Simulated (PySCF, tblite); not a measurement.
# C₈H₇O radical: geometry, infrared bands and EPR parameters

Aim: predict the infrared bands and EPR parameters of C₈H₇O radical (`Cc1ccccc1[C]=O`).

Programs: tblite 0.8.0 and PySCF 2.14.0, with density-fitted response routines of our own. Each step states its level of theory. These are calculated values for one molecule in the gas phase, unless marked as measured. Atoms are numbered from 0 throughout.

### 1 The molecule as given

16 atoms, charge 0, multiplicity 2; geometry from: force field or distance geometry start.

Bonds of the start (Å): C0–C1 1.52, C1–C2 1.41, C2–C3 1.40, C3–C4 1.38, C4–C5 1.39, C5–C6 1.41, C6–C7 1.44, C7–O8 1.17, C6–C1 1.40, C0–H9 1.09, C0–H10 1.09, C0–H11 1.09, C2–H12 1.08, C3–H13 1.09, C4–H14 1.09, C5–H15 1.09.

### 2 Optimising the geometry with GFN2-xTB

The job: settings as JSON, then the geometry in Å.

```
{"job": {"kind": "relax", "xc": "GFN2-xTB", "basis": "xTB"}, "charge": 0, "multiplicity": 2}
C      2.148800    -0.197000    -0.201000
C      0.637900    -0.204900    -0.061600
C     -0.017200    -1.438900     0.094200
C     -1.415600    -1.469800     0.221500
C     -2.154700    -0.298900     0.236000
C     -1.508700     0.928200     0.085100
C     -0.109400     0.983100    -0.056300
C      0.525500     2.266500    -0.190600
O      1.041000     3.309200    -0.310500
H      2.419400     0.255500    -1.152300
H      2.595300     0.366500     0.618300
H      2.551900    -1.210400    -0.175600
H      0.526000    -2.368800     0.104800
H     -1.915700    -2.435000     0.337100
H     -3.238200    -0.322900     0.339100
H     -2.094000     1.846400     0.100200
```

The run is started by

```
> OMP_NUM_THREADS=1 python probes_run.py task.json out
```

One launch serves the whole session: the jobs run in the order shown.

**Question.** This job is followed by: GFN2-xTB harmonic vibrations, gas phase; UKS B3LYP, pcH-1 on C H O, non-relativistic, mean-field spin-orbit, GIAO. What will the session give for the following? strongest single infrared mode (GFN2-xTB); zero-point energy (GFN2-xTB); g(iso) (B3LYP); ⟨S²⟩; largest a(iso) (averaged by class); potential on the surface of density 0.002 e/bohr³, 1st and 99th percentile.

The runs gave:

| quantity | value |
| --- | --- |
| strongest single infrared mode (GFN2-xTB) | 2183 cm⁻¹, 1301 km/mol |
| zero-point energy (GFN2-xTB) | 76.1 kcal/mol |
| g(iso) (B3LYP) | 2.00069 |
| ⟨S²⟩ | 0.777 (exact 0.75) |
| largest a(iso) (averaged by class) | 13C on C6, -33.1 MHz |
| potential on the surface of density 0.002 e/bohr³, 1st and 99th percentile | -0.78 V and 1.09 V |

What this shows: The optimisation took 33 steps and gained 0.315 eV; among the close pairs (by a distance rule), C6–C7 changed most, from 1.438 to 1.333 Å. No mode is imaginary among the 42: a minimum at this level. The strongest single mode, at 2183 cm⁻¹, moves mainly C7. Unscaled tight-binding wavenumbers are off by several per cent, some by more. Its intensities can rank the bands wrongly. The largest spin populations lie on C3 (0.38 e), C7 (0.31 e), C5 (0.30 e), C1 (0.28 e). The isotropic g lies 1.6 ppt below the free-electron value. These values are for one conformer; the search (at its own cheap level) found 1 more, at 0.79 kcal/mol, and measured spectra average over such forms.
